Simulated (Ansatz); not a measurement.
# As2H3 (doublet): the correlation ladder at a displaced geometry (v2), cc-pVDZ

The task here is to estimate one member of a computed series from the others.

Computed with Ansatz 0.2.0, Gaussian basis. Level: cc-pVDZ, core rule «outside noble gas», up to 28 orbitals frozen.

Plan: UHF; CCSD(T) on ROHF; CCSD(T) on UHF; BCCD(T) on ROHF; CISD; CCSDT(Q) on ROHF; CCSDT(Q) on UHF.

22 further runs of the same task are left out: 7 that didn't finish, 15 set aside as unsound or not needed.

### What is computed

The geometry is a PBE0/def2-TZVP stationary point (not a proven minimum) with its atoms shifted at random (size 0.100 Å). No spin-orbit coupling is included. The filled d shell of As may be among the frozen orbitals whatever the setting's name suggests; the logs give the count.

5 atoms, charge 0, spin multiplicity 2.

Atoms are counted from 1 here; the program's logs count them from 0.

Bond lengths: As1–As2 2.420 Å, As1–H3 1.592 Å, As1–H4 1.599 Å, As2–H5 1.433 Å. Angles: As2–As1–H3 91.3°, As2–As1–H4 92.8°, H3–As1–H4 91.6°, As1–As2–H5 94.3°.

As a file:

```xyz
5
As2H3
As    0.12707    0.02567    1.19485
As   -0.10332   -0.03454   -1.21305
H    -1.30166    0.70931    1.35187
H    -0.50196   -1.43345    1.36951
H     0.03782    1.38339   -1.36880
```

The first run:

in.yaml

```yaml
crystal:
  periodic: [false, false, false]
  atoms:
    - {symbol: As, position_ang: [0.127071, 0.025666, 1.194853]}
    - {symbol: As, position_ang: [-0.103315, -0.034535, -1.213049]}
    - {symbol: H, position_ang: [-1.301656, 0.709309, 1.351871]}
    - {symbol: H, position_ang: [-0.501958, -1.433451, 1.369512]}
    - {symbol: H, position_ang: [0.037816, 1.383392, -1.368802]}
basis:
  gaussian: {orbitals: cc-pVDZ}
magnetization: {spin_polarized: true, initial_magnetization: 1}
hamiltonian: {xc: hf}
output: {orbitals: {seedname: orbitals}}
```

The run is started by

```
$ ansatz run in.yaml --threads 1 --pin off --events-out ev --progress --plain --max-ram 2393MiB
```

Among the steps run: UHF; CCSD(T) on ROHF; CCSD(T) on UHF; BCCD(T) on ROHF; CISD; CCSDT(Q) on ROHF; CCSDT(Q) on UHF.

One table of the session follows, with a row left open; its other results are not shown here.

It belongs to the step «Misses and costs». 

```
   method  from UCCSDT(Q) (meV)
     ROHF               +6993.7
      UHF               +6882.8
     RMP2               +1323.0
     UMP2               +1332.4
     CISD                +883.0
    RCCSD                +240.7
    UCCSD                +235.6
 RCCSD(T)                 +43.8
 UCCSD(T)                 +41.5
  BCCD(T)                 +43.0
   RCCSDT                 +14.2
   UCCSDT                     ?
RCCSDT(Q)                  +3.0
UCCSDT(Q)                     0
```

Q: Estimate the row for UCCSDT from the others.

**Answer.** from UCCSDT(Q) (meV): +11.4. In the column «from UCCSDT(Q) (meV)» it lies between RCCSDT(Q) (+3.0) and RCCSDT (+14.2).

Limits of these values: Restricted and unrestricted rows rest on different reference determinants; where their highest levels disagree by more than a few hundredths of an eV, they describe different states and don't form one ladder.
